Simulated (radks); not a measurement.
**Mo⁴⁺ in [Ar] 3d10 4s2 4p5.5 4d2.5: an all-electron calculation**

Wanted: eigenvalues, radial structure and energy terms of the molybdenum ion Mo4+.

The numbers are computed with radks (a radial shooting solver on a logarithmic mesh, Libxc functionals) version 1 (scalar-relativistic Kohn-Sham, TASK exchange with Perdew-Wang LDA correlation, spin-polarised, spherical densities, finite nucleus; open shells are filled with parallel spins first), except any that are marked as measured or tabulated.

## Step 1: Starting point

* element: molybdenum (Z = 42)
* charge: +4
* electrons: 38
* configuration: [Ar] 3d10 4s2 4p5.5 4d2.5
* nuclear rms radius: 4.4091 fm

## Step 2: The run

The run's settings:

```text
Z 42
configuration [Ar] 3d10 4s2 4p5.5 4d2.5 5s0 5p0
relativity scalar-relativistic
functional task,pw
spin polarised
nucleus finite rms 4.4091 fm
c 137.035999084
```

Q: Predict the outcome of this run.

As calculated:

```
                        quantity                   value
                    total energy     -4044.29673 hartree
exchange-correlation share of it                  3.00 %
                            −T/E                  1.0309
          highest occupied level       4d up, -48.046 eV
    most extended occupied level  4d up, <r> = 1.47 bohr
 radius at density 0.001 e/bohr³               3.01 bohr
    maxima of the radial density                       4
```

The radial density shows 4 maxima for 4 occupied principal shells. Relativity lifts −T/E to 1.031. This is not the tabulated ground configuration, so its levels and sizes aren't those of the ground state, and no measured value stands beside it.
